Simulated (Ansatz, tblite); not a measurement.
## A script for CrSeO (GFN2-xTB)

These are simulated results from tblite 0.8.0, not measurements. The cell was built from a prototype and was relaxed with r2SCAN in plane waves (Ansatz 0.2.0). It may be hypothetical. It is a single sheet, repeated along a and b, with vacuum along c. All runs are without spin polarisation, and a magnetic state may lie lower.

In-plane lattice: a = 2.918 Å, b = 2.918 Å, γ = 120.0°; thickness between the outer nuclei 2.68 Å. Cr has 3 O at 1.95 Å and 3 Se at 2.40 Å; O has 3 Cr at 1.95 Å; Se has 3 Cr at 2.40 Å.

tblite solves periodic systems at the zone centre alone, so the script builds a cluster of 4×4×1 conventional cells (48 atoms), which folds in a coarse mesh of k points.

The script, run.py:

```python
import json
from ase import Atoms
from ase.build import make_supercell
from ase.units import Bohr, GPa, Hartree
from tblite.interface import Calculator

atoms = Atoms(['Cr', 'O', 'Se'],
              cell=[[2.917946, -0.0, -0.0], [-1.458973, 2.527016, -0.0], [-0.0, -0.0, 29.637522]],
              scaled_positions=[[0.333333, 0.666667, 0.311893], [0.666667, 0.333333, 0.344737], [0.666667, 0.333333, 0.254377]],
              pbc=True)
cluster = make_supercell(atoms, [[4, 0, 0], [0, 4, 0], [0, 0, 1]])
calc = Calculator('GFN2-xTB', cluster.numbers, cluster.positions / Bohr, lattice=cluster.cell[:] / Bohr, periodic=cluster.pbc)
calc.set('temperature', 0.02 / Hartree)
calc.set('max-iter', 150)
res = calc.singlepoint()
levels = res.get('orbital-energies') * Hartree
nv = round(res.get('orbital-occupations').sum() / 2)
cells = len(cluster) // len(atoms)
out = {'energy_per_cell': res.get('energy') * Hartree / cells, 'homo': levels[nv - 1], 'lumo': levels[nv],
       'stress': (-res.get('virial') * Hartree / cluster.get_volume() / GPa).tolist(), 'charges': res.get('charges')[:len(atoms)].tolist(), 'electrons': 2 * nv / cells}
json.dump(out, open('results.json', 'w'))
for key, value in out.items():
    print(key, value)
```

Command: `python run.py`. It took 2.8 s on 1 thread of Arm Neoverse V2 (shared host), peak memory 0.11 GiB.

Output:

```
------------------------------------------------------------
  cycle        total energy    energy error   density error
------------------------------------------------------------
      1     -131.6169629553  -1.3185349E+02   8.9091255E-01
      2      36.78264957095   1.6839961E+02   1.5442641E+00
      3     -139.5036211877  -1.7628627E+02   5.0885997E-01
      4     -103.9919272057   3.5511694E+01   7.2925655E-01
      5     -148.0229110849  -4.4030984E+01   1.5511160E-01
      6     -148.9281086211  -9.0519754E-01   1.0263717E-01
      7     -131.9733190589   1.6954790E+01   3.6322331E-01
      8     -148.5531374534  -1.6579818E+01   1.0291945E-01
      9     -147.4936303261   1.0595071E+00   1.4752178E-01
     10     -149.2094319015  -1.7158016E+00   6.2413189E-02
     11     -148.9353728979   2.7405900E-01   7.6301941E-02
     12     -149.3919204964  -4.5654760E-01   3.8592982E-02
     13     -148.1881297088   1.2037908E+00   1.1946069E-01
     14     -149.4181034533  -1.2299737E+00   3.2139015E-02
     15     -148.6765659469   7.4153751E-01   9.8476791E-02
     16     -149.3691162772  -6.9255033E-01   4.3927921E-02
     17     -149.3222556947   4.6860582E-02   4.8018859E-02
     18     -149.4040948826  -8.1839188E-02   3.7949668E-02
     19     -149.4692633918  -6.5168509E-02   2.7070843E-02
     20     -149.4745702528  -5.3068609E-03   2.4222394E-02
     21     -149.5073859908  -3.2815738E-02   1.4101837E-02
     22     -149.4979107872   9.4752035E-03   1.8039274E-02
     23     -149.5215761574  -2.3665370E-02   7.6281369E-03
     24     -149.5207917492   7.8440820E-04   8.0702716E-03
     25     -149.5079719431   1.2819806E-02   1.3837088E-02
     26     -149.5219178954  -1.3945952E-02   6.3865799E-03
     27     -149.5223954750  -4.7757960E-04   5.9302929E-03
     28     -149.5223597486   3.5726360E-05   5.6219594E-03
     29     -149.5213065212   1.0532274E-03   6.6940482E-03
     30     -149.5241947248  -2.8882036E-03   3.1244441E-03
     31     -149.5238969120   2.9781281E-04   3.5460056E-03
     32     -149.5245293185  -6.3240648E-04   2.1664605E-03
     33     -149.5235756095   9.5370897E-04   3.4629816E-03
     34     -149.5246514460  -1.0758365E-03   1.3794919E-03
     35     -149.5247721314  -1.2068539E-04   7.9733656E-04
     36     -149.5247003052   7.1826197E-05   1.2369295E-03
     37     -149.5248115906  -1.1128548E-04   5.5339097E-04
     38     -149.5247916600   1.9930646E-05   6.6343069E-04
     39     -149.5248261803  -3.4520324E-05   3.5193591E-04
     40     -149.5248291666  -2.9862381E-06   2.7902077E-04
     41     -149.5248278691   1.2974436E-06   3.0594266E-04
     42     -149.5248222961   5.5729686E-06   4.1541424E-04
     43     -149.5248237483  -1.4521422E-06   3.9964396E-04
     44     -149.5248277524  -4.0041304E-06   3.3705376E-04
     45     -149.5248293632  -1.6107828E-06   2.7987104E-04
     46     -149.5248292855   7.7734626E-08   2.9005277E-04
     47     -149.5248269897   2.2957805E-06   3.1396154E-04
     48     -149.5248226615   4.3282217E-06   3.6080097E-04
     49     -149.5248247149  -2.0533992E-06   3.2681994E-04
     50     -149.5248307001  -5.9852839E-06   2.1039884E-04
     51     -149.5248299526   7.4751446E-07   1.8655328E-04
     52     -149.5248301433  -1.9064669E-07   1.7379470E-04
     53     -149.5248320015  -1.8581727E-06   1.1365031E-04
     54     -149.5248317221   2.7933578E-07   1.2248343E-04
     55     -149.5248312732   4.4896370E-07   1.3363715E-04
     56     -149.5248320728  -7.9965514E-07   9.7806077E-05
     57     -149.5248324060  -3.3317679E-07   7.2042564E-05
     58     -149.5248325765  -1.7050434E-07   5.4045408E-05
     59     -149.5248326436  -6.7086972E-08   4.6588504E-05
     60     -149.5248326939  -5.0297899E-08   4.0887918E-05
     61     -149.5248327638  -6.9928831E-08   3.0490889E-05
     62     -149.5248327891  -2.5317576E-08   2.3937574E-05
     63     -149.5248328069  -1.7744640E-08   2.0832374E-05
     64     -149.5248328074  -5.0999915E-10   1.9653069E-05
------------------------------------------------------------

 total:                                   2.289 sec
energy_per_cell -254.29862160940465
homo -12.099396446840792
lumo -12.09938883031188
stress [[0.2226940730358009, -1.8110832335178764e-05, 3.578298024836615e-07], [-1.8110832335223647e-05, 0.22268030138947958, 7.283552474974897e-07], [3.5782980248422575e-07, 7.283552475119087e-07, 1.6080085550258687]]
charges [0.7419099895804524, -0.52267101645605, -0.2191062361159855]
electrons 18.0
```

The cycle table is in hartree for the whole cluster, and the lines after it are in eV (the energy for one cell). The printed stress is in GPa and positive in compression, and the pressure is its mean diagonal, here averaged over the vacuum too.

GFN2-xTB gives no gap at the points read. On the same cell, plane-wave PBE (Ansatz, 12×12×1 k points and the special points) gives no gap (an overlap of 0.30 eV at the points read) and r2SCAN no gap (an overlap of 0.31 eV at the points read); on shared hosts these took about 11 and 26 core-seconds on the 3-atom cell, against 2.8 for the script.

xTB was fitted mostly to molecules, and a small cluster samples few k points, so gaps, pressures and kinks along a curve can be far from a solid's.

The runs are scalar-relativistic, without spin-orbit coupling.
